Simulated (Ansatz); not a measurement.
# CH5NO3W: small, medium and large basis sets

An exercise on one series of results from a longer session: the logs are not shown, and one member is left open.

Method: one geometry, several basis sets; program: Ansatz 0.2.0, Gaussian basis.

The runs, in order: PBE0-D4/def2-SVP; ωB97M-V/def2-SVP; PBE0-D4/def2-QZVPP; ωB97M-V/def2-QZVPP; the functionals' def2-TZVPP values are taken from earlier runs.

**The geometry**

All runs share one geometry, relaxed beforehand with PBE0-D4 in a triple-zeta def2 set. W takes the def2 core potential; no spin-orbit term is included.

11 atoms, charge 0, spin multiplicity 1.

Atoms are counted from 1 here; the program's logs count them from 0.

Bond lengths: C1–N2 1.420 Å, C1–H7 1.095 Å, C1–H8 1.095 Å, C1–H9 1.096 Å, N2–W3 1.747 Å, W3–O4 1.710 Å, W3–O5 1.896 Å, W3–O6 1.896 Å, O5–H10 0.958 Å, O6–H11 0.958 Å. Angles: N2–C1–H7 110.3°, N2–C1–H8 110.3°, N2–C1–H9 111.7°, H7–C1–H8 107.5°, H7–C1–H9 108.5°, H8–C1–H9 108.5°, C1–N2–W3 154.1°, N2–W3–O4 108.9°, N2–W3–O5 108.7°, N2–W3–O6 108.7°, O4–W3–O5 109.5°, O4–W3–O6 109.5°, O5–W3–O6 111.4°, W3–O5–H10 124.0°, W3–O6–H11 124.0°.

The first run:

Input file in.yaml:

```yaml
crystal:
  periodic: [false, false, false]
  atoms:
    - {symbol: C, position_ang: [0.363716, -1.726156, -0.791131]}
    - {symbol: N, position_ang: [0.086792, -0.393082, -0.387857]}
    - {symbol: W, position_ang: [-0.190434, 0.866444, 0.790531]}
    - {symbol: O, position_ang: [-0.085858, 0.191766, 2.358698]}
    - {symbol: O, position_ang: [1.144337, 2.197336, 0.583016]}
    - {symbol: O, position_ang: [-1.927367, 1.578454, 0.521731]}
    - {symbol: H, position_ang: [1.283568, -1.759934, -1.384006]}
    - {symbol: H, position_ang: [-0.446683, -2.108562, -1.420248]}
    - {symbol: H, position_ang: [0.480279, -2.393999, 0.069442]}
    - {symbol: H, position_ang: [1.787310, 2.205378, -0.127411]}
    - {symbol: H, position_ang: [-2.495671, 1.342364, -0.212774]}
basis:
  gaussian: {orbitals: def2-SVP}
hamiltonian: {xc: pbe0, dispersion: d4}
output: {orbitals: {seedname: orbitals}}
```

Started as:

```bash
$ ansatz run in.yaml --threads 4 --pin off --events-out ev --progress --plain --max-ram 11315MiB
```

Steps of the session up to this table: PBE0-D4 in def2-SVP; ωB97M-V in def2-SVP; PBE0-D4 in def2-QZVPP; ωB97M-V in def2-QZVPP.

One table of the session follows, with a row left open; its other results are not shown here.

It belongs to the step «Density functionals: the series». 

| functional | basis | HOMO (eV) |
| --- | --- | --- |
| PBE0-D4 | def2-SVP | -7.49 |
| PBE0-D4 | def2-TZVPP | -7.54 |
| PBE0-D4 | def2-QZVPP | -7.57 |
| ωB97M-V | def2-SVP | -9.74 |
| ωB97M-V | def2-TZVPP | -9.80 |
| ωB97M-V | def2-QZVPP | ? |

Q: Estimate the row for ωB97M-V, def2-QZVPP from the others.

As computed: HOMO (eV): -9.83. In the column «HOMO (eV)» it is the lowest.
